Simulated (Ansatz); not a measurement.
## B2BrH3Si, SMILES BrB1B[SiH2]1: a polarisability from point charges, step by step

Program: the Ansatz DFT code, driven from Python.

`b2brh3si.xyz`
```text
7

Br   -1.67290   -2.52690    0.28770
B    -0.50240   -0.91130    0.11670
B     1.11570   -0.23030    0.19680
Si   -0.18560    0.91940   -0.23760
H     2.30350   -0.39830    0.39260
H    -0.69270    1.81330    0.85320
H    -0.30440    1.26600   -1.65510
```

Notebook, run cell by cell (the value of a cell's last expression is shown):

In [1]:
```python
import ansatz
import numpy as np
```

In [2]:
```python
geometry = ansatz.Crystal.molecule_from_extxyz("b2brh3si.xyz")
```

In [3]:
```python
setup = (
    geometry.calculation()
    .basis(gaussian="def2-SVPD")
    .functional("b3lyp")
    .forces()
)
# charges +q and -q at -R and +R make a nearly even field 2 k q / R^2 at the centre
centre = np.mean([site.position_ang for site in geometry.cartesian_sites], axis=0)
field = 2 * 14.399645 * 4.0 / 30.0 ** 2
```

In [4]:
```python
def dipole(axis, sign):
    arm = 30.0 * np.eye(3)[axis]
    pair = [{"charge": sign * 4.0, "position_ang": (centre - arm).tolist()}, {"charge": -sign * 4.0, "position_ang": (centre + arm).tolist()}]
    deck = setup.input().set(ansatz.key.basis.gaussian.point_charges, pair)
    return np.array(ansatz.Session.from_dict(deck).plan().execute().report["charge_distribution"]["dipole_moment_e_ang"])
```

In [5]:
```python
print(f"field {field:.4f} V/A")
alpha = np.array([(dipole(axis, 1) - dipole(axis, -1)) / (2 * field) * 14.399645 for axis in range(3)])
print("polarisability tensor (A^3)")
print(np.array2string(alpha, precision=3, suppress_small=True))
print(f"mean {np.trace(alpha) / 3:.3f} A^3 = {np.trace(alpha) / 3 / 0.14818471:.2f} bohr^3")
```
```text
field 0.1280 V/A
polarisability tensor (A^3)
[[12.615  2.515 -0.077]
 [ 2.549 16.168 -1.029]
 [-0.078 -1.026  9.336]]
mean 12.706 A^3 = 85.75 bohr^3
```

Notes:
- The settings weren't tested for convergence.
- The geometry is a force-field or estimated start, not a minimum of this method, and the basis set is short of its limit. The field of two point charges is only nearly even.
- b3lyp holds the VWN-RPA fit, as in Gaussian; the form of ORCA and Turbomole is b3lyp5.
- Timing: 43 s on 1 thread of AMD EPYC 7B13 (Zen 3), with other jobs on the host, peak memory 0.38 GiB.

(Lines on the test bed's own set-up are left out of the output.)
